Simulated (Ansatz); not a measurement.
**SrTl: stress in a strained cell**

Aim: deform SrTl (zz strain of +2 %) and compute stress, forces and field gradients with LAPW, PAW and all-electron datasets made for the crystal.

Program: Ansatz 0.2.0. Level of theory: DFT LDA, scalar-relativistic. These are calculated values, not measurements.

## Step 1: Starting point

Symmetry: Pm-3m, No. 221, cubic system. Conventional cell: a = 4.032 Å, b = 4.032 Å, c = 4.032 Å, α = 90.00°, β = 90.00°, γ = 90.00°. Sr (site symmetry m-3m) is surrounded by 8 Tl at 3.49 Å. Tl (site symmetry m-3m) has 8 Sr at 3.49 Å as nearest neighbours.

Coordinates:

```cif
data_structure
_symmetry_space_group_name_H-M 'P 1'
_symmetry_Int_Tables_number 1
_cell_length_a 4.0320
_cell_length_b 4.0320
_cell_length_c 4.0320
_cell_angle_alpha 90.000
_cell_angle_beta 90.000
_cell_angle_gamma 90.000
_cell_volume 65.55
loop_
_atom_site_label
_atom_site_type_symbol
_atom_site_fract_x
_atom_site_fract_y
_atom_site_fract_z
_atom_site_occupancy
Sr1 Sr 0.00000 0.00000 0.00000 1
Tl1 Tl 0.50000 0.50000 0.50000 1
```

Atoms are numbered in the order of the input: Sr1, Tl2.

## Step 2: The deformed structure

Space group Pm-3m before, P4/mmm after.

## Step 3: All-electron LAPW

input.yaml reads:

```yaml
crystal:
  lattice:
    - [4.032, 0.0, 0.0]
    - [0.0, 4.032, 0.0]
    - [0.0, 0.0, 4.11264]
  atoms:
    - { symbol: Sr, position: [0.0, 0.0, 0.0] }
    - { symbol: Tl, position: [0.5, 0.5, 0.5] }
kpoints:
  mp_grid: { grid: [8, 8, 8] }
  band_path:
    path:
      - [0.0, 0.0, 0.0]
      - [0.0, 0.5, 0.0]
      - [0.5, 0.5, 0.0]
      - [0.0, 0.0, 0.0]
      - [0.0, 0.0, 0.5]
      - [0.0, 0.5, 0.5]
      - [0.5, 0.5, 0.5]
      - [0.0, 0.0, 0.5]
      - [0.0, 0.5, 0.0]
    npoints: 5
scf:
  occupations: { method: fermi_dirac, width: 0.05 }
hamiltonian:
  xc: lda
  pseudopotentials: { kind: all_electron, lapw: { basis_error: 0.0005 } }
output:
  forces: true
  stress: true
  eigenvalues: true
```

Launch:

```bash
ansatz run input.yaml --threads 1 --pin off --max-ram 3072MiB --backend cpu --events-out ev --progress --plain --runs-dir out
```

## Step 4: PAW with frozen cores

input.yaml reads:

```yaml
crystal:
  lattice:
    - [4.032, 0.0, 0.0]
    - [0.0, 4.032, 0.0]
    - [0.0, 0.0, 4.11264]
  atoms:
    - { symbol: Sr, position: [0.0, 0.0, 0.0] }
    - { symbol: Tl, position: [0.5, 0.5, 0.5] }
kpoints:
  mp_grid: { grid: [8, 8, 8] }
scf:
  occupations: { method: fermi_dirac, width: 0.05 }
hamiltonian:
  xc: lda
  pseudopotentials: { kind: paw }
output:
  forces: true
  stress: true
  eigenvalues: true
  efg: { contact_densities: true }
```

## Step 5: Datasets made for this crystal

input.yaml, as its differences from that of step 4:

```diff
@@ -14,3 +14,3 @@
   xc: lda
-  pseudopotentials: { kind: paw }
+  pseudopotentials: { kind: all_electron, datasets: crystal }
 output:
```

(Steps that only read results are left out.)

What does the calculation give? Wanted: pressure; largest shear or deviatoric stress.

The runs gave:

| quantity | value |
| --- | --- |
| pressure | LAPW -2.35, PAW -2.35, crystal datasets -2.35 GPa |
| largest shear or deviatoric stress (LAPW) | 0.23 GPa |

The largest part of the stress beyond the pressure is 0.23 GPa in size, in the zz component; the atoms are carried along and not relaxed. No run of the undeformed cell stands beside it, so the pressure holds what the given cell had before the change. PAW: stress within 0.01 GPa of LAPW. Crystal datasets: stress within 0.01 GPa of LAPW. Spin-orbit coupling is left out, though the cell holds Tl; in elements this heavy it can shift bands and gaps by tenths of an eV.
